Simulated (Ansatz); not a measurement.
Crystal: Cu2BrCl.

```
Br Cu Cl
1.0
     1.85551    1.07128    6.04751
    -1.85551    1.07128    6.04751
     0.00000   -2.14256    6.04751
Br Cu Cl
1 2 1
Direct
  0.00000 0.00000 0.00000
  0.75160 0.75160 0.75160
  0.24840 0.24840 0.24840
  0.50000 0.50000 0.50000
```

The cell comes from a database or a generator and needn't be the stable form of this composition.

Base run:

```yaml
Program: Ansatz 0.2.0
Functional: PBE
Potentials_or_basis: Ansatz PAW
Cutoff: "420 eV (not typed: the program's choice for these potentials)"
k_mesh: 8 × 8 × 8
Occupations: fermi-dirac, width 0.05 eV
Spin: no spin polarisation
```

Its results: band gap on the k mesh 0.20 eV, direct; pressure 1.1 GPa; largest force 0.112 eV/Å.

Problem. The run is repeated on the same cell with these changes: hubbard terms from none to Cu d U = 3 eV; hubbard projectors from none to ortho-atomic (the default). What comes out?

Solution. Band gap on the k mesh 1.00 eV, direct; pressure 2.0 GPa; largest force 0.121 eV/Å.

The U term pushes filled and empty states of the shell apart.

Caveats: the density of states is complete only up to the lowest level of the last band computed.

A k mesh can miss the band edges.
